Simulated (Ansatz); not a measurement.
# Cl3GeH5OSi: the cost of one run

Program: Ansatz 0.2.0. Level of theory: RKS PBE/def2-SVP. These are calculated values, not measurements.

### 1 The structure to begin with

Bond lengths: Ge1–Cl2 2.570 Å, Ge1–Cl3 2.220 Å, Ge1–O4 1.769 Å, O4–H5 1.010 Å, Ge1–Cl6 2.218 Å, Ge1–Si7 2.610 Å, Si7–H8 1.460 Å, Si7–H9 1.460 Å, Si7–H10 1.460 Å, Cl2–H11 1.532 Å, Si7–H11 1.630 Å. Angles (14 of 23 angles, heavy atoms first): Cl2–Ge1–Cl3 109.5°, Cl2–Ge1–O4 109.5°, Cl2–Ge1–Cl6 109.5°, Cl2–Ge1–Si7 71.6°, Cl3–Ge1–O4 109.5°, Cl3–Ge1–Cl6 109.5°, Cl3–Ge1–Si7 67.2°, O4–Ge1–Cl6 109.5°, O4–Ge1–Si7 176.6°, Cl6–Ge1–Si7 72.8°, Ge1–Cl2–H11 71.9°, Ge1–O4–H5 109.5°, Ge1–Si7–H8 109.5°, Ge1–Si7–H9 109.5°.

As a file:

```xyz
11

Ge    0.0000    0.0000    0.0000
Cl    0.0000    0.0000    2.5700
Cl    2.0935    0.0000   -0.7393
O    -0.8337    1.4443   -0.5894
H    -1.7915    1.2136   -0.8118
Cl   -1.0456   -1.8115   -0.7393
Si    1.3622   -2.0686    0.8230
H     0.5435   -3.2713    0.7008
H     2.5654   -2.2150    0.0091
H     1.7408   -1.8783    2.2202
H     0.8008   -1.2160    2.0937
```

### 2 Pulling towards end A

Springs on the bonds that form and break draw the guess towards this end; the thresholds are loose.

Input file input.yaml:

```yaml
crystal:
  periodic: [false, false, false]
  atoms:
    - { symbol: Ge, position_ang: [0.0, 0.0, 0.0] }
    - { symbol: Cl, position_ang: [0.0, 0.0, 2.57] }
    - { symbol: Cl, position_ang: [2.0935, 0.0, -0.7393] }
    - { symbol: O, position_ang: [-0.8337, 1.4443, -0.5894] }
    - { symbol: H, position_ang: [-1.7915, 1.2136, -0.8118] }
    - { symbol: Cl, position_ang: [-1.0456, -1.8115, -0.7393] }
    - { symbol: Si, position_ang: [1.3622, -2.0686, 0.823] }
    - { symbol: H, position_ang: [0.5435, -3.2713, 0.7008] }
    - { symbol: H, position_ang: [2.5654, -2.215, 0.0091] }
    - { symbol: H, position_ang: [1.7408, -1.8783, 2.2202] }
    - { symbol: H, position_ang: [0.8008, -1.216, 2.0937] }
basis:
  gaussian: { orbitals: def2-SVP }
hamiltonian:
  xc: pbe
relax:
  f_tol: 0.15
  max_steps: 25
  restrain:
    - { distance: [0, 6], at: 3.51, k: 30.0 }
    - { distance: [10, 1], at: 2.57, k: 30.0 }
    - { distance: [0, 1], at: 2.22, k: 30.0 }
    - { distance: [10, 6], at: 1.46, k: 30.0 }
```

Command:

```
$ ansatz run input.yaml --threads 4 --pin off --max-ram 5120MiB --backend cpu --events-out ev --progress --plain --runs-dir out
```

Q: Estimate wall time and peak memory on 4 threads of Arm Neoverse V1, shared host.

About 34 s, with a peak of 0.24 GiB.
